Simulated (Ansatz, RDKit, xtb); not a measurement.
**C3H8GeO2: which of the isomers drawn lies lowest?**

Which of a sample of isomers of C3H8GeO2 is the most stable in the gas at 298.15 K, and what are its properties? The sample is small against all isomers, and the most stable one of this formula need not be in it.

The funnel: GFN2-xTB relaxations, single points with a density functional, relaxations at B3LYP-D3(BJ)/def2-SVP, harmonic vibrations (at GFN2-xTB), and a last energy at a higher level. All values are calculated.

## Step 1: Drawing up candidates

Isomers were taken from a list of plausible structures; this is a sample, not all of them. That gives 3 candidates.

```csv
label,SMILES,spin
c511,CO[C@@]1([GeH3])CO1,singlet
c613,CO[C@@H]1O[C@@H]1[GeH3],singlet
c755,CO[C@@H]1O[C@H]1[GeH3],singlet
```

Candidates are built by distance geometry, with a force field where one applies, in up to four conformers (letters a to d).

## Step 2: Search with GFN2-xTB

All 4 starts are relaxed the same way. One of them, c755a (taken from a list of positional isomers, embedded by distance geometry and UFF), in full:

Input file start.xyz:

```xyz
14
c755a
C      1.127082     2.743885     0.906427
C      1.594859     0.479634     0.636418
C      0.423202    -0.306418     0.410646
Ge     0.146430    -1.728715     1.712332
O      1.539046     1.800364    -0.012417
O      1.660075    -0.512936    -0.270556
H      0.109248     2.513561     1.299751
H      1.075036     3.691582     0.355510
H      1.865935     2.859547     1.728144
H      2.310123     0.407623     1.459029
H     -0.429607     0.021602    -0.239301
H     -0.419893    -2.978316     1.079968
H      1.520228    -2.083181     2.414920
H     -0.857774    -1.235121     2.795459
```

Started as:

```console
$ xtb start.xyz --gfn 2 --opt
```

Standard output (excerpt; [...] marks lines left out):

```text
* xtb version 6.7.1
[...]
          :  # basis functions                  38          :
[...]
          :  # electrons                        36          :
[...]
          :  Hamiltonian                  GFN2-xTB          :
[...]
          :  net charge                          0          :
          :  unpaired electrons                  0          :
[...]
   *** convergence criteria satisfied after 11 iterations ***
[...]
   *** GEOMETRY OPTIMIZATION CONVERGED AFTER 12 ITERATIONS ***
[...]
   *** convergence criteria satisfied after 3 iterations ***
[...]
         ::                     SUMMARY                     ::
         :::::::::::::::::::::::::::::::::::::::::::::::::::::
         :: total energy             -20.513072093925 Eh    ::
         :: gradient norm              0.000735919741 Eh/a0 ::
         :: HOMO-LUMO gap              7.263843711656 eV    ::
         ::.................................................::
         :: SCC energy               -20.677528413197 Eh    ::
         :: -> isotropic ES            0.035792855577 Eh    ::
         :: -> anisotropic ES         -0.001776929285 Eh    ::
         :: -> anisotropic XC         -0.000853112149 Eh    ::
         :: -> dispersion             -0.008006648857 Eh    ::
         :: repulsion energy           0.164456319272 Eh    ::
         :: add. restraining           0.000000000000 Eh    ::
         :: total charge               0.000000000000 e     ::
         :::::::::::::::::::::::::::::::::::::::::::::::::::::
[...]
        18        2.0000           -0.4125354             -11.2257 (HOMO)
        19                         -0.1455941              -3.9618 (LUMO)
[...]
     #   Z          covCN         q      C6AA      α(0)
     1   6 C        3.667     0.036    20.222     6.448
     2   6 C        3.663     0.260    16.843     5.887
     3   6 C        3.642     0.023    20.529     6.514
     4  32 Ge       3.723     0.087   170.090    23.414
     5   8 O        1.702    -0.304    19.069     5.896
     6   8 O        1.707    -0.310    19.168     5.911
     7   1 H        0.924     0.039     2.461     2.453
     8   1 H        0.925     0.075     2.027     2.227
     9   1 H        0.924     0.037     2.491     2.468
    10   1 H        0.924     0.006     2.955     2.688
    11   1 H        0.925     0.043     2.411     2.428
    12   1 H        0.940     0.012     2.857     2.642
    13   1 H        0.940     0.001     3.032     2.722
    14   1 H        0.939    -0.006     3.155     2.777
[...]
     #   Z sym  total        # sym  WBO       # sym  WBO       # sym  WBO
 ---------------------------------------------------------------------------
     1   6 C    3.940 --     8 H    0.979     5 O    0.979     7 H    0.978
                             9 H    0.978
     2   6 C    3.903 --     5 O    0.996     6 O    0.981     3 C    0.952
                            10 H    0.946
     3   6 C    3.856 --    11 H    0.963     2 C    0.952     6 O    0.915
                             4 Ge   0.863
     4  32 Ge   3.553 --    13 H    0.869    12 H    0.865     3 C    0.863
                            14 H    0.863
     5   8 O    2.111 --     2 C    0.996     1 C    0.979
     6   8 O    2.046 --     2 C    0.981     3 C    0.915
     7   1 H    0.998 --     1 C    0.978
     8   1 H    0.994 --     1 C    0.979
     9   1 H    0.999 --     1 C    0.978
[...]
molecular dipole:
                 x           y           z       tot (Debye)
 q only:       -0.608       0.281       1.131
   full:       -0.485       0.514       0.974       3.059
molecular quadrupole (traceless):
[...]
          | TOTAL ENERGY              -20.513072093925 Eh   |
          | GRADIENT NORM               0.000735919741 Eh/α |
          | HOMO-LUMO GAP               7.263843711656 eV   |
           -------------------------------------------------
[...]
```

Wall time 0.087 s (2 threads of Intel Xeon 6975P-C (Granite Rapids), shared host).

## Step 3: Distinct minima at GFN2-xTB

4 of the 4 relaxations converged. 4 distinct structures remain:

```
label  start             SMILES after     spin  energy (kcal/mol)
c511b  drawn      CO[C@@]1([GeH3])CO1  singlet                0.0
c613a  drawn  CO[C@@H]1O[C@@H]1[GeH3]  singlet                0.4
c511a  drawn      CO[C@@]1([GeH3])CO1  singlet                3.1
c755a  drawn   CO[C@@H]1O[C@H]1[GeH3]  singlet                3.8
```

## Step 4: Single points on the low minima

A choice of the minima (the low ones first, few conformers of a pattern, up to a cap) and the lowest that fell apart get a single point at r2SCAN-D4/def2-SVP on the tight-binding geometry, and one at HF/STO-3G for comparison. The lowest singlets are also tried as triplets at the same geometry (label ending in t). The first, c511b:

Input file input.yaml:

```yaml
crystal:
  periodic: [false, false, false]
  atoms:
    - symbol: C
      position_ang: [-1.032741, 0.442276, 2.177917]
    - symbol: C
      position_ang: [-0.132226, 0.692804, 0.050156]
    - symbol: C
      position_ang: [-0.455057, 1.329978, -1.224598]
    - symbol: Ge
      position_ang: [1.641870, -0.129106, 0.310307]
    - symbol: O
      position_ang: [-1.205660, 0.244468, 0.791132]
    - symbol: O
      position_ang: [-0.026339, 2.082865, -0.127974]
    - symbol: H
      position_ang: [-1.935637, 0.070344, 2.657059]
    - symbol: H
      position_ang: [-0.161704, -0.119744, 2.542969]
    - symbol: H
      position_ang: [-0.897778, 1.503647, 2.405006]
    - symbol: H
      position_ang: [2.446901, 0.111140, -0.922582]
    - symbol: H
      position_ang: [2.361224, 0.517576, 1.448909]
    - symbol: H
      position_ang: [1.535119, -1.599159, 0.564197]
    - symbol: H
      position_ang: [0.241596, 1.260747, -2.053346]
    - symbol: H
      position_ang: [-1.498358, 1.455399, -1.487581]
basis:
  gaussian:
    orbitals: def2-SVP
hamiltonian:
  xc: {name: r2SCAN}
  dispersion: d4
scf:
  lower_state_search: off
output:
  orbitals: {seedname: orbitals}
```

Started as:

```console
$ ansatz run input.yaml --threads 2 --pin off --max-ram 5220MiB --events-out events.jsonl --progress --plain --runs-dir runs
```

Standard output (excerpt; [...] marks lines left out):

```text
Warning: RAYON_NUM_THREADS=2 ignored (pool sized by the plan → 2); use --threads N
Functional definition: r2SCAN
  name "r2SCAN"
[...]
1575 factors; their error is unknown
[...]
mean field -63834.90667891 eV, -2345.8895515961 hartree, gradient 9.1e-6 eV, S^2 0.000000; 0 other end points of the search recorded, 0 dependent functions left out
reference -63834.90669011 eV, -2345.8895520078 hartree; 37, 37 occupied and 105, 105 virtual orbitals, 1575 factors
Total energy: -63834.98585950 eV, -2345.8924614290 hartree
Checks for a lower state left out: stability, starts, cluster_reference, orbital_swaps, neighbouring_geometries, increment
```

It took 2 s on 2 threads of Intel Xeon 6975P-C (Granite Rapids), shared host; peak memory 0.2 GiB.

Relative energies in kcal/mol, each column from its lowest structure that stays in one piece:

```csv
label,SMILES,spin,GFN2-xTB,HF/STO-3G,r2SCAN-D4/def2-SVP
c511b,CO[C@@]1([GeH3])CO1,singlet,0.0,0.3,0.0
c755a,CO[C@@H]1O[C@H]1[GeH3],singlet,3.8,0.0,1.3
c613a,CO[C@@H]1O[C@@H]1[GeH3],singlet,0.4,1.8,1.9
c511a,CO[C@@]1([GeH3])CO1,singlet,3.1,1.7,2.6
c755at,CO[C@@H]1O[C@H]1[GeH3],triplet,–,–,158.0
c511bt,CO[C@@]1([GeH3])CO1,triplet,–,–,158.2
```

## Step 5: Refinement at B3LYP-D3(BJ)/def2-SVP

3 candidates are relaxed at B3LYP-D3(BJ)/def2-SVP (chosen among the lowest in one piece). The first, c511b:

Input file input.yaml:

```yaml
crystal:
  periodic: [false, false, false]
  atoms:
    - {symbol: C, position_ang: [-1.032741, 0.442276, 2.177917]}
    - {symbol: C, position_ang: [-0.132226, 0.692804, 0.050156]}
    - {symbol: C, position_ang: [-0.455057, 1.329978, -1.224598]}
    - {symbol: Ge, position_ang: [1.641870, -0.129106, 0.310307]}
    - {symbol: O, position_ang: [-1.205660, 0.244468, 0.791132]}
    - {symbol: O, position_ang: [-0.026339, 2.082865, -0.127974]}
    - {symbol: H, position_ang: [-1.935637, 0.070344, 2.657059]}
    - {symbol: H, position_ang: [-0.161704, -0.119744, 2.542969]}
    - {symbol: H, position_ang: [-0.897778, 1.503647, 2.405006]}
    - {symbol: H, position_ang: [2.446901, 0.111140, -0.922582]}
    - {symbol: H, position_ang: [2.361224, 0.517576, 1.448909]}
    - {symbol: H, position_ang: [1.535119, -1.599159, 0.564197]}
    - {symbol: H, position_ang: [0.241596, 1.260747, -2.053346]}
    - {symbol: H, position_ang: [-1.498358, 1.455399, -1.487581]}
basis:
  gaussian: {orbitals: def2-SVP}
hamiltonian: {xc: {name: B3LYP}, dispersion: d3bj}
scf: {lower_state_search: off}
relax: {f_tol: 0.006}
```

Started as:

```console
$ ansatz run input.yaml --threads 2 --pin off --max-ram 5220MiB --events-out events.jsonl --progress --plain --runs-dir runs
```

Standard output (excerpt; [...] marks lines left out):

```text
Warning: RAYON_NUM_THREADS=2 ignored (pool sized by the plan → 2); use --threads N
[...]
Functional definition: B3LYP
  name "B3LYP"
[...]
1562 factors; integrals over basis functions are off by at most 3.7e-4 eV
[...]
mean field -63840.29273652 eV, -2346.0874855624 hartree, gradient 5.5e-6 eV, S^2 0.000000; 0 other end points of the search recorded, 0 dependent functions left out
[...]
reference -63840.29301144 eV, -2346.0874956655 hartree; 37, 37 occupied and 105, 105 virtual orbitals, 1562 factors
relax step   1: F+E_penalty+E_count = -63840.81386050 eV  Δ(F+E_penalty+E_count) = +0.000e0 eV  max|allowed force component| = 1.184e0 eV/Å  Δτ_max = 0.0000 Å  (15 SCF iters, accepted)
[...]
relax step   3: F+E_penalty+E_count = -63840.92643862 eV  Δ(F+E_penalty+E_count) = -1.010e-2 eV  max|allowed force component| = 1.554e-1 eV/Å  Δτ_max = 0.0389 Å  (20 SCF iters, accepted)
[...]
Atom 5 at    -0.034622     2.102887    -0.129721 Å, force     0.000117     0.000038     0.001260 eV/Å
Atom 6 at    -1.960250     0.104066     2.664779 Å, force    -0.000353    -0.000163    -0.000165 eV/Å
Atom 7 at    -0.176519    -0.046076     2.631794 Å, force     0.000188     0.000250     0.000795 eV/Å
Atom 8 at    -0.944021     1.559808     2.394033 Å, force    -0.000455    -0.000494    -0.000846 eV/Å
Atom 9 at     2.529318     0.217311    -0.935942 Å, force     0.001033     0.000087     0.000753 eV/Å
Atom 10 at     2.356347     0.401126     1.563667 Å, force     0.001026     0.000037    -0.000784 eV/Å
Atom 11 at     1.545719    -1.683507     0.406572 Å, force     0.000065     0.000210    -0.000259 eV/Å
Atom 12 at     0.205497     1.271944    -2.096783 Å, force     0.000420     0.000640    -0.000004 eV/Å
Atom 13 at    -1.542182     1.380184    -1.464056 Å, force     0.000292    -0.000501    -0.000215 eV/Å
Dipole moment:     0.004205    -0.178828     0.041071 e Å
Checks for a lower state left out: stability, starts, cluster_reference, orbital_swaps, neighbouring_geometries, increment
```

Wall time 35 s (2 threads of Intel Xeon 6975P-C (Granite Rapids), shared host); peak memory 0.38 GiB.

Energy change by step (eV): 0.0000, -0.1025, -0.1126, -0.1134, -0.1137, -0.1141, -0.1145, -0.1147, -0.1148, -0.1148, -0.1148.

After the run. Bond lengths: C2–C3 1.469 Å, C2–Ge4 1.987 Å, C1–O5 1.415 Å, C2–O5 1.378 Å, C2–O6 1.428 Å, C3–O6 1.428 Å, C1–H7 1.098 Å, C1–H8 1.107 Å, C1–H9 1.103 Å, Ge4–H10 1.540 Å, Ge4–H11 1.541 Å, Ge4–H12 1.541 Å, C3–H13 1.098 Å, C3–H14 1.097 Å. Some angles: C2–C3–O6 59.0°, C3–C2–Ge4 120.9°, C3–C2–O5 115.3°, C3–C2–O6 59.0°, Ge4–C2–O5 118.6°, Ge4–C2–O6 113.0°, O5–C2–O6 115.7°, C1–O5–C2 114.7°, C2–O6–C3 61.9°, C2–C3–H13 120.9°.

## Step 6: Ranking at B3LYP-D3(BJ)/def2-SVP

```
label     spin  r2SCAN-D4/def2-SVP (kcal/mol)  B3LYP-D3(BJ)/def2-SVP, relaxed (kcal/mol)  time
c511b  singlet                            0.0                                        0.0  35 s
c613a  singlet                            1.9                                        0.3  53 s
c755a  singlet                            1.3                                        1.0  32 s
```

c511b: Bond lengths: C2–C3 1.469 Å, C2–Ge4 1.987 Å, C1–O5 1.415 Å, C2–O5 1.378 Å, C2–O6 1.428 Å, C3–O6 1.428 Å, C1–H7 1.098 Å, C1–H8 1.107 Å, C1–H9 1.103 Å, Ge4–H10 1.540 Å, Ge4–H11 1.541 Å, Ge4–H12 1.541 Å, C3–H13 1.098 Å, C3–H14 1.097 Å. Some angles: C2–C3–O6 59.0°, C3–C2–Ge4 120.9°, C3–C2–O5 115.3°, C3–C2–O6 59.0°, Ge4–C2–O5 118.6°, Ge4–C2–O6 113.0°, O5–C2–O6 115.7°, C1–O5–C2 114.7°, C2–O6–C3 61.9°, C2–C3–H13 120.9°.

c613a: Bond lengths: C2–C3 1.477 Å, C3–Ge4 1.974 Å, C1–O5 1.412 Å, C2–O5 1.381 Å, C2–O6 1.380 Å, C3–O6 1.455 Å, C1–H7 1.106 Å, C1–H8 1.098 Å, C1–H9 1.107 Å, C2–H10 1.105 Å, C3–H11 1.100 Å, Ge4–H12 1.544 Å, Ge4–H13 1.544 Å, Ge4–H14 1.535 Å. Some angles: C2–C3–Ge4 119.3°, C2–C3–O6 56.2°, Ge4–C3–O6 115.7°, C3–C2–O5 119.7°, C3–C2–O6 61.1°, O5–C2–O6 114.5°, C1–O5–C2 113.6°, C2–O6–C3 62.7°, C2–C3–H11 118.5°, Ge4–C3–H11 118.1°.

c755a: Bond lengths: C2–C3 1.481 Å, C3–Ge4 1.964 Å, C1–O5 1.409 Å, C2–O5 1.375 Å, C2–O6 1.382 Å, C3–O6 1.453 Å, C1–H7 1.107 Å, C1–H8 1.098 Å, C1–H9 1.108 Å, C2–H10 1.105 Å, C3–H11 1.099 Å, Ge4–H12 1.540 Å, Ge4–H13 1.541 Å, Ge4–H14 1.543 Å. Some angles: C2–C3–Ge4 123.0°, C2–C3–O6 56.2°, Ge4–C3–O6 115.4°, C3–C2–O5 120.3°, C3–C2–O6 60.9°, O5–C2–O6 114.5°, C1–O5–C2 113.4°, C2–O6–C3 62.9°, C2–C3–H11 114.9°, Ge4–C3–H11 118.4°.

[end of part 1 of 2]
